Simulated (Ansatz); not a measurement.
# MnPt2 (P-3m1) in Ansatz: convergence with k mesh

Aim: find how far k mesh must go before the results for MnPt2 settle, at PBE. This setting moves, with any that are tied to it; all else stays.

All numbers are computed with Ansatz 0.2.0; they aren't measurements. Logs are shortened: lines on timing, memory, paths and dates and some standing lists are left out, and cuts for length are marked.

## (1) The structure

It takes space group P-3m1 (No. 164, trigonal). The conventional cell has a = 2.858 Å, b = 2.858 Å, c = 6.533 Å, α = 90.00°, β = 90.00°, γ = 120.00°. Pt (site symmetry 3m) has 3 Mn at 2.64 Å and 9 Pt at 2.86 to 2.91 Å as nearest neighbours. Around Mn (site symmetry -3m) lie 6 Pt at 2.64 Å and 6 Mn at 2.86 Å.

The cell comes from a database or a generator and needn't be the stable form of this composition.

## (2) With k mesh 3 × 3 × 2

The input, input.yaml:

```yaml
crystal:
  lattice:
    - [2.8584044518, 0.0, 0.0]
    - [-1.4292022259, 2.4754508696, 0.0]
    - [0.0, 0.0, 6.532504]
  atoms:
    - { symbol: Pt, position: [0.6666666667, 0.3333333333, 0.316206] }
    - { symbol: Pt, position: [0.3333333333, 0.6666666667, 0.683794] }
    - { symbol: Mn, position: [0.0, 0.0, 0.0], spin: 4.0 }
hamiltonian:
  xc: pbe
  pseudopotentials: { kind: paw }
magnetization:
  spin_polarized: true
kpoints:
  mp_grid: { grid: [3, 3, 2] }
scf:
  occupations: { method: fermi_dirac, width: 0.1 }
output:
  forces: true
  stress: true
  eigenvalues: true
```

Potentials or basis: Ansatz PAW.

Started as:

```
$ ansatz run input.yaml --threads 2 --pin off --max-ram 5632MiB --backend cpu --events-out ev --progress --plain --runs-dir out
```

Run time: 2.8 s. Hardware: 2 threads of Intel Xeon Platinum 8259CL at 2.50GHz (Skylake/Cascade Lake), shared host; peak memory 0.38 GiB.

Results:

* Free energy: -28945.3170 eV
* Pressure: -0.9 GPa
* Largest force: 0.316 eV/Å
* Band gap on the k mesh: none (metal or under the smearing width)
* Net moment: 3.83 μB per cell
* Absolute moment: 4.15 μB per cell
* Site moments: Pt +0.07; Mn +3.54 μB

## (3) With k mesh 4 × 4 × 2

input.yaml: that of step 2 with these lines changed.

```diff
@@ -15,3 +15,3 @@
 kpoints:
-  mp_grid: { grid: [3, 3, 2] }
+  mp_grid: { grid: [4, 4, 2] }
 scf:
```

Potentials or basis: Ansatz PAW.

Started as:

```
$ ansatz run input.yaml --threads 2 --pin off --max-ram 5632MiB --backend cpu --events-out ev --progress --plain --runs-dir out
```

Wall time 5.4 s (2 threads of Intel Xeon Platinum 8259CL at 2.50GHz (Skylake/Cascade Lake), shared host); peak memory 0.41 GiB.

Results:

- Free energy: -28945.5036 eV
- Pressure: -1.1 GPa
- Largest force: 0.125 eV/Å
- Band gap on the k mesh: none (metal or under the smearing width)
- Net moment: 4.42 μB per cell
- Absolute moment: 4.53 μB per cell
- Site moments: Pt +0.29; Mn +3.69 μB

## (4) With k mesh 5 × 5 × 2

input.yaml: that of step 3 with these lines changed.

```diff
@@ -15,3 +15,3 @@
 kpoints:
-  mp_grid: { grid: [4, 4, 2] }
+  mp_grid: { grid: [5, 5, 2] }
 scf:
```

Started as:

```
$ ansatz run input.yaml --threads 2 --pin off --max-ram 5632MiB --backend cpu --events-out ev --progress --plain --runs-dir out
```

It took 3.4 s on 2 threads of Intel Xeon Platinum 8259CL at 2.50GHz (Skylake/Cascade Lake), shared host; peak memory 0.38 GiB.

What came out:

```yaml
Free_energy: -28945.2134 eV
Pressure: 0.8 GPa
Largest_force: 0.005 eV/Å
Band_gap_on_the_k_mesh: none (metal or under the smearing width)
Net_moment: 4.35 μB per cell
Absolute_moment: 4.45 μB per cell
Site_moments: Pt +0.24; Mn +3.69 μB
```

## (5) With k mesh 6 × 6 × 3

input.yaml: that of step 4 with these lines changed.

```diff
@@ -15,3 +15,3 @@
 kpoints:
-  mp_grid: { grid: [5, 5, 2] }
+  mp_grid: { grid: [6, 6, 3] }
 scf:
```

Started as:

```
$ ansatz run input.yaml --threads 2 --pin off --max-ram 5632MiB --backend cpu --events-out ev --progress --plain --runs-dir out
```

Run time: 4.3 s. Hardware: 2 threads of Intel Xeon Platinum 8259CL at 2.50GHz (Skylake/Cascade Lake), shared host; peak memory 0.41 GiB.

Results:

```
Free energy            : -28945.5523 eV
Pressure               : -1.3 GPa
Largest force          : 0.033 eV/Å
Band gap on the k mesh : none (metal or under the smearing width)
Net moment             : 4.44 μB per cell
Absolute moment        : 4.55 μB per cell
Site moments           : Pt +0.29; Mn +3.70 μB
```

## (6) With k mesh 8 × 8 × 3

input.yaml: that of step 5 with these lines changed.

```diff
@@ -15,3 +15,3 @@
 kpoints:
-  mp_grid: { grid: [6, 6, 3] }
+  mp_grid: { grid: [8, 8, 3] }
 scf:
```

Potentials or basis: Ansatz PAW.

Started as:

```
$ ansatz run input.yaml --threads 2 --pin off --max-ram 5632MiB --backend cpu --events-out ev --progress --plain --runs-dir out
```

Run time: 4.2 s. Hardware: 2 threads of Intel Xeon Platinum 8259CL at 2.50GHz (Skylake/Cascade Lake), shared host; peak memory 0.43 GiB.

The run converged. Its results:

```yaml
Free_energy: -28945.4791 eV
Pressure: -1.2 GPa
Band_gap_on_the_k_mesh: none (metal or under the smearing width)
Net_moment: 4.33 μB per cell
Absolute_moment: 4.44 μB per cell
Site_moments: Pt +0.25; Mn +3.67 μB
```

## (7) With k mesh 10 × 10 × 4

input.yaml: that of step 6 with these lines changed.

```diff
@@ -15,3 +15,3 @@
 kpoints:
-  mp_grid: { grid: [8, 8, 3] }
+  mp_grid: { grid: [10, 10, 4] }
 scf:
```

Started as:

```
$ ansatz run input.yaml --threads 2 --pin off --max-ram 5632MiB --backend cpu --events-out ev --progress --plain --runs-dir out
```

It took 8.5 s on 2 threads of Intel Xeon Platinum 8259CL at 2.50GHz (Skylake/Cascade Lake), shared host; peak memory 0.49 GiB.

Results (log left out):

| Property | Result |
| --- | --- |
| Free energy | -28945.4463 eV |
| Pressure | -0.8 GPa |
| Largest force | 0.007 eV/Å |
| Band gap on the k mesh | none (metal or under the smearing width) |
| Net moment | 4.40 μB per cell |
| Absolute moment | 4.50 μB per cell |
| Site moments | Pt +0.27; Mn +3.68 μB |

## (8) With k mesh 12 × 12 × 5

input.yaml: that of step 7 with these lines changed.

```diff
@@ -15,3 +15,3 @@
 kpoints:
-  mp_grid: { grid: [10, 10, 4] }
+  mp_grid: { grid: [12, 12, 5] }
 scf:
```

Started as:

```
$ ansatz run input.yaml --threads 2 --pin off --max-ram 5632MiB --backend cpu --events-out ev --progress --plain --runs-dir out
```

Run time: 10 s. Hardware: 2 threads of Intel Xeon Platinum 8259CL at 2.50GHz (Skylake/Cascade Lake), shared host; peak memory 0.54 GiB.

It converged, with:

```yaml
Free_energy: -28945.4476 eV
Pressure: -0.8 GPa
Largest_force: 0.041 eV/Å
Band_gap_on_the_k_mesh: none (metal or under the smearing width)
Net_moment: 4.40 μB per cell
Absolute_moment: 4.50 μB per cell
Site_moments: Pt +0.27; Mn +3.68 μB
```

## (9) With k mesh 15 × 15 × 6

input.yaml: that of step 8 with these lines changed.

```diff
@@ -15,3 +15,3 @@
 kpoints:
-  mp_grid: { grid: [12, 12, 5] }
+  mp_grid: { grid: [15, 15, 6] }
 scf:
```

Potentials or basis: Ansatz PAW.

Started as:

```
$ ansatz run input.yaml --threads 2 --pin off --max-ram 5632MiB --backend cpu --events-out ev --progress --plain --runs-dir out
```

Run time: 21 s. Hardware: 2 threads of Intel Xeon Platinum 8259CL at 2.50GHz (Skylake/Cascade Lake), shared host; peak memory 0.65 GiB.

It converged, with:

```
Free energy            : -28945.4586 eV
Pressure               : -0.8 GPa
Largest force          : 0.021 eV/Å
Band gap on the k mesh : none (metal or under the smearing width)
Net moment             : 4.42 μB per cell
Absolute moment        : 4.52 μB per cell
Site moments           : Pt +0.28; Mn +3.69 μB
```

## (10) With k mesh 17 × 17 × 7

input.yaml: that of step 9 with these lines changed.

```diff
@@ -15,3 +15,3 @@
 kpoints:
-  mp_grid: { grid: [15, 15, 6] }
+  mp_grid: { grid: [17, 17, 7] }
 scf:
```

Potentials or basis: Ansatz PAW.

Started as:

```
$ ansatz run input.yaml --threads 2 --pin off --max-ram 5632MiB --backend cpu --events-out ev --progress --plain --runs-dir out
```

What it wrote:

```text
Warning: RAYON_NUM_THREADS=2 ignored (pool sized by the plan → 2); use --threads N
Engine: ansatz 0.2.0, x86_64-unknown-linux-gnu
Pseudopotentials: kind: paw
Pseudopotential: Pt, paw, valence charge 18, recommended cutoff 420 eV (normal), Pt.paw.azcp
Pseudopotential: Mn, paw, valence charge 15, recommended cutoff 420 eV (normal), Mn.paw.azcp
Functional definition: PBE
  parameter kappa = 0.804
  parameter beta = 0.06672455060314922
  exchange = pbe_x(kappa = kappa, mu = beta*pi^2/3)
  correlation = pbe_c(beta = beta)
Crystal: 3 atoms, lattice volume = 46.223 Å³
Basis set: ecut = 420 eV, 897 PW (Γ), exchange–correlation on 40×40×90 points (8 copies of the dense FFT grid, shifted against one another)
Bands: 33, of which v1, the nominal top of the filled ones, is band 26 counted from 1 (25 counted from 0)
Symmetry: 12 space group operations
Space group: P-3m1 (ITA 164), of the structure as read, at distance tolerance 3.6e-5 Å
Magnetic group: BNS 164.85 (UNI 1315), of the structure as read, at distance tolerance 3.6e-5 Å
k-points: 204 of 2023
Non-local potential: Pt, projectors of the file, l = 0: 3, l = 1: 2, l = 2: 2, l = 3: 1
Non-local potential: Mn, projectors of the file, l = 0: 3, l = 1: 2, l = 2: 3, l = 3: 1
PAW form: soft (Blöchl's): semilocal exchange-correlation on the pseudo side does not see the compensation charge
PAW one-centre angular grid: Pt, 590 points (default); XC on 64 Gauss nodes
PAW one-centre angular grid: Mn, 590 points (default); XC on 64 Gauss nodes
Initial density: superposition of atomic densities (chi_scale 0.1, normalization cell, long waves kept (reshape's long-wave potential 0.20 eV rms))
Starting moments: Σ|m| = 4 μB on 1 of 3 sites
Initial wavefunctions: pseudopotential atomic-orbital guess
Functional: x = pbe(κ = 0.804, μ = 0.2195149727645171), c = pbe(β = 0.06672455060314922)
SCF iter   1: F=—  HF=-28949.609715 eV  |F-HF|=—  |Δ(HF+E_count)|=         —  Δρ=1.63e-1 (↑9.41e-2 ↓1.63e-1)  dr2=7.92e1  dr2_m=1.27e0  M=2.650 μB ∫|m|=2.774 μB  β_m=0.30  ethr=3.10e-3  ⟨swp⟩=5.5  Hψ=45411  notcnv=0
[... 11 lines left out ...]
SCF iter   9: F=—  HF=-28945.457586 eV  |F-HF|=—  |Δ(HF+E_count)|=   3.61e-6  Δρ=1.84e-4 (↑1.84e-4 ↓5.18e-5)  dr2=1.90e-5  dr2_m=2.69e-6  M=4.411 μB ∫|m|=4.512 μB  β_m=0.98  ethr=4.13e-8  ⟨swp⟩=2.0  Hψ=23460  notcnv=0  defer=137
SCF iter  10: F=—  HF=-28945.457587 eV  |F-HF|=—  |Δ(HF+E_count)|=   1.62e-6  Δρ=1.96e-4 (↑1.96e-4 ↓3.90e-5)  dr2=1.42e-5  dr2_m=3.61e-6  M=4.413 μB ∫|m|=4.513 μB  β_m=0.74  ethr=3.72e-8  ⟨swp⟩=2.0  Hψ=23470  notcnv=0  defer=136
SCF iter  11: F=—  HF=-28945.457583 eV  |F-HF|=—  |Δ(HF+E_count)|=   4.49e-6  Δρ=1.81e-5 (↑1.55e-5 ↓1.81e-5)  dr2=6.93e-7  dr2_m=9.22e-9  M=4.412 μB ∫|m|=4.513 μB  β_m=0.87  ethr=2.78e-8  ⟨swp⟩=2.0  Hψ=20232  notcnv=0  defer=137
SCF iter  12: F=—  HF=-28945.457583 eV  |F-HF|=—  |Δ(HF+E_count)|=   2.42e-8  Δρ=1.31e-5 (↑1.31e-5 ↓9.62e-6)  dr2=2.99e-7  dr2_m=3.25e-9  M=4.412 μB ∫|m|=4.513 μB  β_m=0.94  ethr=1.36e-9  ⟨swp⟩=2.0  Hψ=18622  notcnv=0  defer=137
SCF iter  13: F=—  HF=-28945.457583 eV  |F-HF|=—  |Δ(HF+E_count)|=   9.88e-9  Δρ=7.07e-6 (↑7.07e-6 ↓3.20e-6)  dr2=7.63e-8  dr2_m=2.05e-9  M=4.412 μB ∫|m|=4.513 μB  β_m=0.95  ethr=5.85e-10  ⟨swp⟩=1.5  Hψ=14406  notcnv=0  defer=137
iter 14 met the thresholds in force, and the SCF goes on: an eigenvalue changes by 0.68 meV, over its tolerance of 0.50 meV (output.eigenvalues, Limitations)
SCF iter  14: F=-28945.457583 eV  HF=-28945.457583 eV  |F-HF|=1.30e-8  |Δ(HF+E_count)|=   9.74e-9  Δρ=2.98e-6 (↑1.35e-6 ↓2.98e-6)  dr2=1.45e-8  dr2_m=3.31e-10  M=4.412 μB ∫|m|=4.513 μB  β_m=0.97  ethr=1.50e-10  ⟨swp⟩=3.6  Hψ=42814  notcnv=0
SCF iter  15: F=-28945.457583 eV  HF=-28945.457583 eV  |F-HF|=2.04e-10  |Δ(HF+E_count)|=  9.46e-10  Δρ=3.85e-7 (↑1.74e-7 ↓3.85e-7)  dr2=2.25e-10  dr2_m=5.59e-12  M=4.412 μB ∫|m|=4.513 μB  ethr=2.84e-11  ⟨swp⟩=1.5  Hψ=29667  notcnv=0
SCF 1 converged in 15 iterations: F = -28945.457583 eV  dr2 = 2.25e-10
SCF converged after 15 iterations
an eigenvalue changed by more than its tolerance at an iteration that met the thresholds in force, so the SCF went on 1 time: the last check found none over its tolerance
Magnetization: 4.4121 μB (27.7061 up, 23.2939 down)
Absolute magnetization: 4.5138 μB (∫|ρ↑−ρ↓|, with the PAW one-centre terms)
Spin contamination: 0.1302 ħ² per cell (⟨S²⟩ above its minimum at these occupations)
Per-site moments (μB) at R_I (Å): [(0.2779864805108202, 1.0906132915724027), (0.2779864805108207, 1.0906132915724025), (3.6879045028373003, 1.0906132915724025)]
Free energy (F): -28945.457583 eV
Harris-Foulkes:  -28945.457583 eV  (|F-HF|=2.04e-10)
Internal energy: -28945.363468 eV  (E = F + TS)
E sigma→0 (E₀):  -28945.410525 eV
Entropy (-TS):   -0.094115 eV (-31.372 meV/atom)
Fermi energy:    19.750450 eV
--- Per-component energies (eV) ---
  E_band       = -547.439480
  E_kinetic    = 1575.600187
  E_local      = -4986.098028  (includes V_loc(G=0)·N_el)
  E_nonlocal   = 646.940289
  E_hartree    = 1923.011989
  E_xc         = -635.887846
  E_vxc        = -749.302756  (∫ρ·V_xc dr)
  E_paw        = -20211.386052  (= ΣΔE_a)
  E_vpaw       = -880.603665  (= ΣTr[D̂ρ^β])
  E_aug_tail   = 0.000382  (compensation charges beyond the density's cutoff)
  E_ewald      = -7257.544389
  E_smearing   = -0.094115  (= −TS)
  E_closure    = 0.000000  (closes the sum)
  Σ components = -28945.457583   (vs F -28945.457583, Δ=0.00e0)
--- Forces (eV/Å), atoms counted from 1 ---
  atom   1  Pt    -0.00000000     0.00000000     0.02968630
  atom   2  Pt     0.00000000    -0.00000000    -0.02968630
  atom   3  Mn    -0.00000000     0.00000000     0.00000000
  max |Σ_I F_I| component: 9.25e-18 eV/Å
--- Stress (GPa, compression-positive) ---
       -1.451976       0.000000       0.000000
        0.000000      -1.451976      -0.000000
        0.000000      -0.000000       0.513222
  P = ⅓ Tr σ = -0.7969 GPa (-7.969 kbar)
--- Band table (eV; the first three rows and the last of 408) ---
  k-point 0 ↑: bands = ["-78.6331", "-78.6252", "-61.2702", "-32.9649", "-32.8359", "-32.7396", "-32.7396", "-32.7209", "-32.7209", "-29.9809", "-29.9579", "-29.9579", "10.4322", "12.7558", "13.9014", "16.1348", "16.1348", "16.3876", "16.3876", "16.5712", "16.7571", "16.7571", "17.1335", "17.5720", "18.1739", "18.1739", "18.6647", "18.6647", "18.9389", "18.9389", "29.7944", "30.8454", "34.7073"]
  k-point 1 ↑: bands = ["-78.6331", "-78.6252", "-61.2702", "-32.9667", "-32.8341", "-32.7397", "-32.7397", "-32.7209", "-32.7209", "-29.9811", "-29.9579", "-29.9579", "10.5196", "12.6334", "13.8371", "16.1487", "16.1487", "16.2008", "16.3751", "16.3751", "16.7986", "16.7986", "17.2586", "18.0910", "18.1469", "18.1469", "18.4177", "18.4177", "19.1774", "19.1774", "28.5129", "32.0920", "34.4823"]
  k-point 2 ↑: bands = ["-78.6331", "-78.6252", "-61.2702", "-32.9705", "-32.8300", "-32.7398", "-32.7398", "-32.7207", "-32.7207", "-29.9814", "-29.9579", "-29.9579", "10.7723", "12.2768", "13.7160", "15.9165", "16.1554", "16.1554", "16.4027", "16.4027", "16.8626", "16.8626", "17.2301", "18.0742", "18.0742", "18.1432", "18.1432", "19.0866", "19.4431", "19.4431", "26.9873", "33.5358", "34.2139"]
  k-point 203 ↓: bands = ["-78.4439", "-78.4434", "-57.1993", "-32.7448", "-32.7336", "-32.7144", "-32.6863", "-32.6302", "-32.6233", "-26.0680", "-26.0495", "-26.0456", "15.0279", "15.0903", "15.3529", "15.6908", "15.8444", "15.9287", "16.2619", "17.3613", "17.4800", "17.8688", "20.5092", "20.7847", "20.9108", "20.9971", "22.2105", "24.4472", "24.7528", "25.1732", "25.4888", "26.2322", "27.2944"]
```

Wall time 30 s (2 threads of Intel Xeon Platinum 8259CL at 2.50GHz (Skylake/Cascade Lake), shared host); peak memory 0.75 GiB.

What came out:

- Free energy: -28945.4576 eV
- Pressure: -0.8 GPa
- Largest force: 0.030 eV/Å
- Band gap on the k mesh: none (metal or under the smearing width)
- Net moment: 4.41 μB per cell
- Absolute moment: 4.51 μB per cell
- Site moments: Pt +0.28; Mn +3.69 μB

## (11) Result

```
     k mesh  energy less the tightest run, at zero smearing (meV/atom)  pressure (GPa)  largest force (eV/Å)  absolute moment (μB)  SCF cycles  CPU time (s)  peak memory (GiB)
  3 × 3 × 2                                                      53.41           -0.86                 0.316                  4.15          13           4.8               0.38
  4 × 4 × 2                                                     -17.90           -1.13                 0.125                  4.53          17           9.5               0.41
  5 × 5 × 2                                                      91.12            0.81                 0.005                  4.45          14           5.8               0.38
  6 × 6 × 3                                                     -33.51           -1.30                 0.033                  4.55          14           7.7               0.41
  8 × 8 × 3                                                      -8.21           -1.24                 0.000                  4.44          13           7.6               0.43
10 × 10 × 4                                                       5.23           -0.79                 0.007                  4.50          14            16               0.49
12 × 12 × 5                                                       4.20           -0.76                 0.041                  4.50          13            19               0.54
15 × 15 × 6                                                      -0.41           -0.81                 0.021                  4.52          15            40               0.65
17 × 17 × 7                                                       0.00           -0.80                 0.030                  4.51          15            58               0.75
```

Against the tightest run, the energy stays within 1 meV/atom from 15 × 15 × 6 on; the pressure stays within 0.1 GPa from 10 × 10 × 4 on; the absolute moment stays within 0.02 μB from 10 × 10 × 4 on. Not settled before the last step: the largest force (to 0.005 eV/Å). Meshes of other sizes hit other points, so gaps and Fermi surfaces needn't settle smoothly. The tightest run that finished is the yardstick and may itself not be fully converged.
